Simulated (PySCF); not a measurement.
# GeF₃: doublet, from a PBE0 minimum start

Aim: relax GeF₃ as a doublet from a PBE0 minimum start, check by its vibrations whether the end is a minimum, and collect its spectrum and constants.

The runs use PySCF 2.14.0; PBE0, basis Ge def2-SVP, F def2-SVP, no relativity, density fitting.

### Step 1. The starting structure

4 atoms, charge 0, spin multiplicity 2.

Bond lengths: Ge1–F2 1.727 Å, Ge1–F3 1.727 Å, Ge1–F4 1.727 Å. Angles: F2–Ge1–F3 106.4°, F2–Ge1–F4 106.4°, F3–Ge1–F4 106.4°.

```xyz
4
charge 0 multiplicity 2
Ge    0.0000    0.2852   -0.0399
F    -0.0054   -0.1454    1.6329
F     1.3857   -0.4766   -0.7350
F    -1.3804   -0.4778   -0.7441
```

### Step 2. Finding the electronic state

The steps below are one call of a driver around PySCF. For each, scf.py gives the equivalent set-up of the SCF; relaxations use the driver's own optimiser. After this first run the driver tries any further starts and a stability analysis.

scf.py

```python
from pyscf import gto, scf, dft
mol = gto.M(atom='''
Ge     0.000011     0.285154    -0.039879
F     -0.005355    -0.145424     1.632915
F      1.385730    -0.476625    -0.734962
F     -1.380417    -0.477804    -0.744139''',
    basis={'Ge': 'def2-SVP', 'F': 'def2-SVP'},
    charge=0, spin=1)
mf = dft.UKS(mol, xc='PBE0')
mf.grids.atom_grid = (50, 194)
aux = {'Ge': 'def2-universal-JKFIT', 'F': 'def2-universal-JKFIT'}
mf = mf.density_fit(auxbasis=aux)
mf.conv_tol = 1e-08
mf.diis_space = 10
mf.max_cycle = 60
mf.init_guess = 'minao'
mf.verbose = 4
mf.kernel()
```

Command:

```bash
$ OMP_NUM_THREADS=2 python axn.py task.json out
```

Further steps of the session: PBE0 minimum start, doublet: relaxation; Is it a minimum? Harmonic modes.

What does the calculation give? Wanted: minimum; geometry; wavenumbers; dipole moment; highest occupied, lowest empty level; polar-tensor charge of Ge1; zero-point energy; atomisation energy; ⟨S²⟩.

As calculated:

| quantity | value |
| --- | --- |
| minimum | doublet, C3v |
| geometry | Ge–F 1.727 Å (×3); F–Ge–F 106.4° (×3) |
| wavenumbers (cm⁻¹) | 222 (e), 272 (a1), 699 (a1), 739 (e) |
| dipole moment | 2.16 D |
| highest occupied, lowest empty level (either spin) | -8.61, -4.86 eV |
| polar-tensor charge of Ge1 | +1.63 e |
| zero-point energy | 17.3 kJ/mol |
| entropy at 298.15 K | 299.0 J/(mol K) |
| atomisation energy (no zero-point energy) | 1336 kJ/mol |
| ⟨S²⟩ | 0.752 |

What this shows: The PBE0 minimum start keeps its C3v symmetry and ends in a minimum. In the infrared the band at 739 cm⁻¹ (e, stretch) leads. Most of the spin sits on Ge1 (Mulliken spin 0.73, against 1 for the whole molecule). Other starts or spin states, not run here, may lie lower.
